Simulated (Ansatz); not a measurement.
# GaHCl₂ (SMILES [Cl][GaH][Cl]): single points off equilibrium

A test off equilibrium: a structure displaced at random from a GFN2-xTB minimum is computed at several levels, and each is set against CCSD(T).

Program: Ansatz 0.2.0, Gaussian basis. Level of theory: single points in def2-TZVPP. These are calculated values, not measurements.

Correlated methods freeze the cores. Filled d shells of the heavier atoms are correlated.

## 1. Where the work starts

SMILES `[Cl][GaH][Cl]`, 4 atoms, charge 0, spin multiplicity 1.

Atoms are counted from 1 here; the program's logs count them from 0.

Bond lengths: Cl1–Ga2 2.088 Å, Ga2–Cl3 2.072 Å, Ga2–H4 1.555 Å. Angles: Cl1–Ga2–Cl3 119.1°, Cl1–Ga2–H4 121.7°, Cl3–Ga2–H4 119.3°.

As a file:

```mol
Cl2GaH
  3D, bonds by distance, orders not assigned

  4  3  0  0  0  0  0  0  0  0999 V2000
   -1.9245   -0.0647   -0.5849 Cl  0  0
    0.0762    0.1132   -0.0139 Ga  0  0
    1.0393   -1.5294    0.8037 Cl  0  0
    0.8626    1.4424   -0.1975 H   0  0
  1  2  8  0
  2  3  8  0
  2  4  8  0
M  END
```

## 2. CCSD(T)/def2-TZVPP

run/in.yaml reads:

```yaml
crystal:
  periodic: [false, false, false]
  atoms:
    - {symbol: Cl, position_ang: [-1.924500, -0.064700, -0.584900]}
    - {symbol: Ga, position_ang: [0.076200, 0.113200, -0.013900]}
    - {symbol: Cl, position_ang: [1.039300, -1.529400, 0.803700]}
    - {symbol: H, position_ang: [0.862600, 1.442400, -0.197500]}
basis:
  gaussian: {orbitals: def2-TZVPP}
correlation: {method: ccsd_t}
output: {forces: true}
```

No record of the launch command was kept for these runs.

## 3. PBE0-D4/def2-TZVPP

run/in.yaml: that of step 2 with these lines changed.

```diff
@@ -9,3 +9,3 @@
   gaussian: {orbitals: def2-TZVPP}
-correlation: {method: ccsd_t}
-output: {forces: true}
+hamiltonian: {xc: pbe0, dispersion: d4}
+output: {forces: true, orbitals: {seedname: orbitals}}
```

## 4. wB97M-V/def2-TZVPP

run/in.yaml: that of step 3 with these lines changed.

```diff
@@ -9,3 +9,3 @@
   gaussian: {orbitals: def2-TZVPP}
-hamiltonian: {xc: pbe0, dispersion: d4}
-output: {forces: true, orbitals: {seedname: orbitals}}
+hamiltonian: {xc: {name: wB97M-V}}
+output: {forces: true}
```

## 5. r2SCAN-D4/def2-TZVPP

run/in.yaml: that of step 4 with these lines changed.

```diff
@@ -9,3 +9,3 @@
   gaussian: {orbitals: def2-TZVPP}
-hamiltonian: {xc: {name: wB97M-V}}
+hamiltonian: {xc: r2scan, dispersion: d4}
 output: {forces: true}
```

## 6. PBE-D4/def2-TZVPP

run/in.yaml: that of step 5 with these lines changed.

```diff
@@ -9,3 +9,3 @@
   gaussian: {orbitals: def2-TZVPP}
-hamiltonian: {xc: r2scan, dispersion: d4}
+hamiltonian: {xc: pbe, dispersion: d4}
 output: {forces: true}
```

## 7. B97M-V/def2-TZVPP

run/in.yaml: that of step 6 with these lines changed.

```diff
@@ -9,3 +9,3 @@
   gaussian: {orbitals: def2-TZVPP}
-hamiltonian: {xc: pbe, dispersion: d4}
+hamiltonian: {xc: {name: B97M-V}}
 output: {forces: true}
```

## 8. revPBE-D4/def2-TZVPP

run/in.yaml: that of step 7 with these lines changed.

```diff
@@ -9,3 +9,3 @@
   gaussian: {orbitals: def2-TZVPP}
-hamiltonian: {xc: {name: B97M-V}}
+hamiltonian: {xc: {name: revPBE}, dispersion: d4}
 output: {forces: true}
```

(Steps that only read results are left out.)

Before running it: what results should come out? Wanted: energy less free atoms, CCSD(T)/def2-TZVPP; RMS force component; RMS force error; HOMO and LUMO, PBE0-D4; T1 diagnostic.

The runs gave:

```
                                  quantity                                                                                            value
energy less free atoms, CCSD(T)/def2-TZVPP                                                                                   -1005.0 kJ/mol
                       RMS force component                                                             0.494 to 0.686 eV/Å over the methods
                           RMS force error  PBE0-D4 0.068, wB97M-V 0.036, r2SCAN-D4 0.066, PBE-D4 0.086, B97M-V 0.091, revPBE-D4 0.143 eV/Å
                    HOMO and LUMO, PBE0-D4                                                                               -9.10 and -1.59 eV
                             T1 diagnostic                                                                                            0.011
```

Against CCSD(T) the functionals' energies less atoms differ by -42.7 to +18.2 kJ/mol, PBE-D4 by -12.9 kJ/mol. A larger basis would deepen the CCSD(T) value, while the functionals are nearly converged already, so the order here is not reliable. The forces of wB97M-V come nearest to CCSD(T), those of revPBE-D4 are farthest. Frozen-core CCSD(T) forces in triple zeta carry basis errors of their own, and this is one geometry, so small gaps rank nothing.
